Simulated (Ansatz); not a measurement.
**BGe₂H+ (doublet): wave-function methods side by side, cc-pVTZ**

One table from this session's results is given with a row withheld; the runs are named, their logs left out.

Computed with Ansatz 0.2.0, Gaussian basis. Level: cc-pVTZ, core rule «outside noble gas», up to 29 orbitals frozen.

To be run: UHF; CCSD(T) on ROHF; CCSD(T) on UHF; BCCD(T) on ROHF; CCSDT(Q) on ROHF; CCSDT(Q) on UHF.

3 further runs of the same task are left out: 3 set aside as unsound or not needed.

**The geometry**

The geometry is a PBE0/def2-TZVP stationary point (not a proven minimum) of the parent state, kept for this charge and spin. No spin-orbit coupling is included. The filled d shell of Ge may be among the frozen orbitals whatever the setting's name suggests; the logs give the count.

4 atoms, charge 1, spin multiplicity 2.

Atoms are counted from 1 here; the program's logs count them from 0.

Bond lengths: Ge1–B2 1.931 Å, B2–Ge3 1.931 Å, B2–H4 1.201 Å. Angles: Ge1–B2–Ge3 109.9°, Ge1–B2–H4 125.0°, Ge3–B2–H4 125.0°.

Set-up of the first run:

in.yaml reads:

```yaml
crystal:
  periodic: [false, false, false]
  atoms:
    - {symbol: Ge, position_ang: [0.000000, -0.091093, 1.580819]}
    - {symbol: B, position_ang: [0.000000, 1.017297, 0.000000]}
    - {symbol: Ge, position_ang: [0.000000, -0.091093, -1.580819]}
    - {symbol: H, position_ang: [0.000000, 2.218380, 0.000000]}
basis:
  gaussian: {orbitals: cc-pVTZ}
total_charge: 1
magnetization: {spin_polarized: true, initial_magnetization: 1}
hamiltonian: {xc: hf}
output: {orbitals: {seedname: orbitals}}
```

Run with:

```bash
$ ansatz run in.yaml --threads 1 --pin off --events-out ev --progress --plain --max-ram 4096MiB --backend cpu
```

Steps of the session up to this table: UHF; CCSD(T) on ROHF; CCSD(T) on UHF; BCCD(T) on ROHF; CCSDT(Q) on ROHF; CCSDT(Q) on UHF.

One of the session's tables, all rows but one given; the rest of the session is left out.

```
   method  from RCCSDT(Q) (kcal/mol)
     RMP2                     +32.61
     UMP2                     +37.51
    RCCSD                     +15.75
    UCCSD                     +15.30
 RCCSD(T)                      +2.60
 UCCSD(T)                      +2.76
  BCCD(T)                      +2.57
   RCCSDT                      +1.52
   UCCSDT                          ?
RCCSDT(Q)                          0
UCCSDT(Q)                      -0.23
```

**Question.** Estimate the row for UCCSDT.

**Answer.** from RCCSDT(Q) (kcal/mol): +1.34. In the column «from RCCSDT(Q) (kcal/mol)» it lies between RCCSDT(Q) (0) and RCCSDT (+1.52).

Left out of the table: ROHF, UHF (another determinant or state than the rows shown).

Caveats from the session: The determinant is far from a pure spin state, so its energy mixes those of several spin states (harmless only where they are near-degenerate, as at dissociation). Warnings: spin contamination; coupled cluster took another determinant than the lowest. Restricted and unrestricted rows rest on different reference determinants; where their highest levels disagree by more than a few hundredths of an eV, they describe different states and don't form one ladder.
